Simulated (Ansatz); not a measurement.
Working through a test of the smearing width of LaPb₃, space group Pm-3m

Computed with Ansatz 0.2.0, Python API.

Notebook, run cell by cell (the value of a cell's last expression is shown):

**Cell 1**
```python
from dataclasses import dataclass

import ansatz as az
from ase import Atoms
import matplotlib.pyplot as plt
```

**Cell 2**
```python
@dataclass
class RunConfig:
    mesh: tuple[int, ...] = (5, 5, 5)
    functional: str = "LDA"
    ecut: int = 470


opts = RunConfig()
```

**Cell 3**
```python
atoms = Atoms(
    ["La", "Pb", "Pb", "Pb"],
    scaled_positions=[
        [0.0, 0.0, 0.0],
        [0.0, 0.5, 0.5],
        [0.5, 0.0, 0.5],
        [0.5, 0.5, 0.0],
    ],
    cell=[
        [4.893, 0.0, 0.0],
        [0.0, 4.893, 0.0],
        [0.0, 0.0, 4.893],
    ],
    pbc=True,
)
xtal = az.Crystal.from_ase(atoms)

xtal.resolved().tree()["lattice"]
```
Output:
```text
((4.893, 0.0, 0.0), (0.0, 4.893, 0.0), (0.0, 0.0, 4.893))
```

**Cell 4**
```python
base = xtal.calculation().kpoints(*opts.mesh).functional(opts.functional).basis(opts.ecut)
```

**Cell 5**
```python
rows = []
for value in [0.25, 0.15, 0.1, 0.05, 0.025]:
    report = base.occupations("gaussian", width=value).run().report
    rows.append((value, report["free_energy_ev"] / len(report["lattice"]["sites"]), report["n_iterations"], report["n_kpoints"]))
```

**Cell 6**
```python
print("  width (eV)   F/atom (eV)    iterations      k-points")
for row in rows:
    print(f"{str(row[0]):>12s}  {row[1]:12.5f}  {row[2]:12d}  {row[3]:12d}")

# differences from the last row
for row in rows[:-1]:
    shift = 1000 * (row[1] - rows[-1][1])
    print(f"{row[0]}: {shift:+.2f} meV/atom" + ("  (within 2 meV)" if abs(shift) < 2 else ""))
plt.figure(figsize=(4.5, 3))
plt.plot([str(row[0]) for row in rows], [1000 * (row[1] - rows[-1][1]) for row in rows], "o-")
plt.xlabel("width (eV)")
plt.ylabel("F - F(last) (meV/atom)")
plt.tight_layout()
plt.savefig("smear.png", dpi=100)
```
Output:
```text
  width (eV)   F/atom (eV)    iterations      k-points
        0.25  -10221.31559             7            10
        0.15  -10221.31281             7            10
         0.1  -10221.31192             7            10
        0.05  -10221.31119             7            10
       0.025  -10221.31086             7            10
0.25: -4.72 meV/atom
0.15: -1.95 meV/atom  (within 2 meV)
0.1: -1.05 meV/atom  (within 2 meV)
0.05: -0.32 meV/atom  (within 2 meV)
```

Going from 0.025 to 0.25 eV changes F by -4.7 meV an atom. With this scheme F falls roughly as the square of the width; the report's estimate for zero width (energy_sigma0_ev) moves by only +0.1 meV.

Reading the output:
- For a metal this k-point mesh is coarse: on a finer one energies can move by several to tens of meV an atom and pressures by half a GPa or more, differences at one mesh by less.
- The narrowest width needs the finest mesh, so the last row is no converged reference.
- Spin-orbit coupling, which matters for elements this heavy, is left out.
- The structure is a deposited one; some such entries were measured under pressure or heat, so a shift against it needn't be the functional's error alone.
- Hardware and time: 12 s on 1 thread of Arm Neoverse V2, with other jobs on the host, peak memory 0.47 GiB.

(Lines on the test bed's own set-up are left out of the output.)
